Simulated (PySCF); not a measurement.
# [CoCl2]+: relaxation and vibrations of the quintet

Where does quintet [CoCl2]+ go from a linear start, is the end point a minimum, and what are its modes, charges and moments?

Method: PBE0, basis Co def2-TZVP, Cl def2-TZVP, no relativity, density fitting; program: PySCF 2.14.0.

### Step 1. The starting structure

3 atoms, charge 1, spin multiplicity 5.

Bond lengths: Co1–Cl2 2.058 Å, Co1–Cl3 2.058 Å. Angles: Cl2–Co1–Cl3 180.0°.

Z-matrix (Å, degrees; charge 1 multiplicity 5):
```
Co
Cl 1 2.0580
Cl 1 2.0580 2 180.00
```

### Step 2. First SCF at the start

The steps below are one call of a driver around PySCF. For each, scf.py gives the equivalent set-up of the SCF; relaxations use the driver's own optimiser. After this first run the driver tries any further starts and a stability analysis.

File scf.py:

```python
from pyscf import gto, scf, dft
mol = gto.M(atom='''
Co     0.000000     0.000000     0.000000
Cl     0.000000     0.000000     2.058000
Cl     0.000000     0.000000    -2.058000''',
    basis={'Co': 'def2-TZVP', 'Cl': 'def2-TZVP'},
    charge=1, spin=4)
mf = dft.UKS(mol, xc='PBE0')
mf.grids.atom_grid = (50, 194)
aux = {'Co': 'def2-universal-JKFIT', 'Cl': 'def2-universal-JKFIT'}
mf = mf.density_fit(auxbasis=aux)
mf.conv_tol = 1e-08
mf.diis_space = 10
mf.max_cycle = 60
mf.init_guess = 'minao'
mf.verbose = 4
mf.kernel()
```

Run with:

```console
> OMP_NUM_THREADS=4 python axn.py task.json out
```

After this run come: Relaxation: linear start, quintet; Frequencies.

Q: Predict the outcome of this session. Wanted: minimum; geometry; wavenumbers; dipole moment; highest occupied, lowest empty level; polar-tensor charge of Co1; zero-point energy; ⟨S²⟩.

As calculated:

| quantity | value |
| --- | --- |
| minimum | quintet, D∞h |
| geometry | Co–Cl 2.037 Å (×2); Cl–Co–Cl 180.0° |
| wavenumbers (cm⁻¹) | 53, 53, 399, 572 |
| dipole moment (centre of mass) | 0.00 D |
| highest occupied, lowest empty level (either spin) | -15.46, -12.03 eV |
| polar-tensor charge of Co1 | +1.33 e |
| zero-point energy | 6.4 kJ/mol |
| entropy at 298.15 K | 299.0 J/(mol K) |
| ⟨S²⟩ | 6.017 |

**Reading.** The linear start keeps its D∞h symmetry and ends in a minimum. In the infrared the band at 572 cm⁻¹ (stretch) leads. Most of the spin sits on Co1 (Mulliken spin 2.96, against 4 for the whole molecule). Only this shape and spin were tried, so other structures or states may lie lower. The SCF density has lower symmetry than the nuclear frame. One determinant may miss the lowest occupation of an open d or f shell.
